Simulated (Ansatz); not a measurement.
# FH₂IO₂Ti: up Jacob's ladder to CCSD(T)

One table from this session's results is given with a row withheld; the runs are named, their logs left out.

Method: functionals in def2-TZVPP, the program's frozen cores in correlated methods; program: Ansatz 0.2.0, Gaussian basis.

The runs, in order: LDA (SPW92), PBE-D4, revPBE-D4, BLYP-D4, r2SCAN-D4, B97M-V, PBE0-D4, B3LYP-D4, r2SCANh-D4, r2SCAN0-D4, HSE06-D4, BHLYP-D4, CAM-B3LYP-D4, LC-ωPBE, ωB97X-V, ωB97M-V, B2PLYP, PBE-QIDH; CCSD(T)/def2-SVP; CCSD(T)/def2-TZVPP; MP2/def2-QZVPP; extrapolation to the limit; RPA on PBE.

## The geometry

All runs share one geometry, relaxed beforehand with PBE0-D4 in a triple-zeta def2 set. I takes the def2 core potential; no spin-orbit term is included.

7 atoms, charge 0, spin multiplicity 1.

Atoms are counted from 1 here; the program's logs count them from 0.

Bond lengths: O1–Ti2 1.763 Å, O1–H6 0.958 Å, Ti2–O3 1.771 Å, Ti2–F4 1.752 Å, Ti2–I5 2.587 Å, O3–H7 0.959 Å. Angles: Ti2–O1–H6 141.5°, O1–Ti2–O3 109.8°, O1–Ti2–F4 110.9°, O1–Ti2–I5 108.0°, O3–Ti2–F4 110.0°, O3–Ti2–I5 109.5°, F4–Ti2–I5 108.7°, Ti2–O3–H7 133.4°.

The first run:

Contents of in.yaml:

```yaml
crystal:
  periodic: [false, false, false]
  atoms:
    - {symbol: O, position_ang: [-1.083666, 0.196572, 0.987358]}
    - {symbol: Ti, position_ang: [-0.009526, -0.088608, -0.381425]}
    - {symbol: O, position_ang: [1.545096, -0.709048, 0.196836]}
    - {symbol: F, position_ang: [-0.723431, -1.221548, -1.510952]}
    - {symbol: I, position_ang: [0.356560, 2.168143, -1.592632]}
    - {symbol: H, position_ang: [-2.012351, 0.272779, 1.208087]}
    - {symbol: H, position_ang: [1.988518, -0.686287, 1.047028]}
basis:
  gaussian: {orbitals: def2-TZVPP}
hamiltonian: {xc: lda}
output: {orbitals: {seedname: orbitals}}
```

Started as:

```console
ansatz run in.yaml --threads 4 --pin off --events-out ev --progress --plain --max-ram 10444MiB
```

Among the steps run: LDA; PBE-D4 (GGA); revPBE-D4 (GGA); BLYP-D4 (GGA); r2SCAN-D4 (meta-GGA); B97M-V (meta-GGA); PBE0-D4 (hybrid); B3LYP-D4 (hybrid); r2SCANh-D4 (hybrid); r2SCAN0-D4 (hybrid); HSE06-D4 (hybrid); BHLYP-D4 (hybrid); CAM-B3LYP-D4 (range-separated); LC-ωPBE (range-separated); ωB97X-V (range-separated); ωB97M-V (range-separated); B2PLYP (double hybrid); PBE-QIDH (double hybrid).

One of the session's tables, all rows but one given; the rest of the session is left out.

It belongs to the step «Frontier levels by functional». 

| functional | HOMO (eV) | LUMO (eV) | gap (eV) |
| --- | --- | --- | --- |
| LDA (SPW92) | -6.68 | -3.65 | 3.03 |
| PBE-D4 | ? | ? | ? |
| revPBE-D4 | -6.43 | -3.32 | 3.11 |
| BLYP-D4 | -6.33 | -3.31 | 3.02 |
| r2SCAN-D4 | -6.80 | -3.37 | 3.44 |
| B97M-V | -6.78 | -3.33 | 3.45 |
| PBE0-D4 | -7.64 | -2.49 | 5.15 |
| B3LYP-D4 | -7.40 | -2.76 | 4.64 |
| r2SCANh-D4 | -7.22 | -3.01 | 4.21 |
| r2SCAN0-D4 | -7.85 | -2.45 | 5.40 |
| HSE06-D4 | -7.25 | -2.87 | 4.38 |
| BHLYP-D4 | -8.62 | -1.39 | 7.23 |
| CAM-B3LYP-D4 | -8.85 | -1.42 | 7.43 |
| LC-ωPBE | -10.13 | -0.29 | 9.85 |
| ωB97X-V | -9.81 | -0.30 | 9.51 |
| ωB97M-V | -9.70 | -0.31 | 9.39 |

**Question.** Estimate the row for PBE-D4.

As computed: HOMO (eV): -6.50; LUMO (eV): -3.40; gap (eV): 3.09. In the column «HOMO (eV)» it lies between LDA (SPW92) (-6.68) and revPBE-D4 (-6.43).
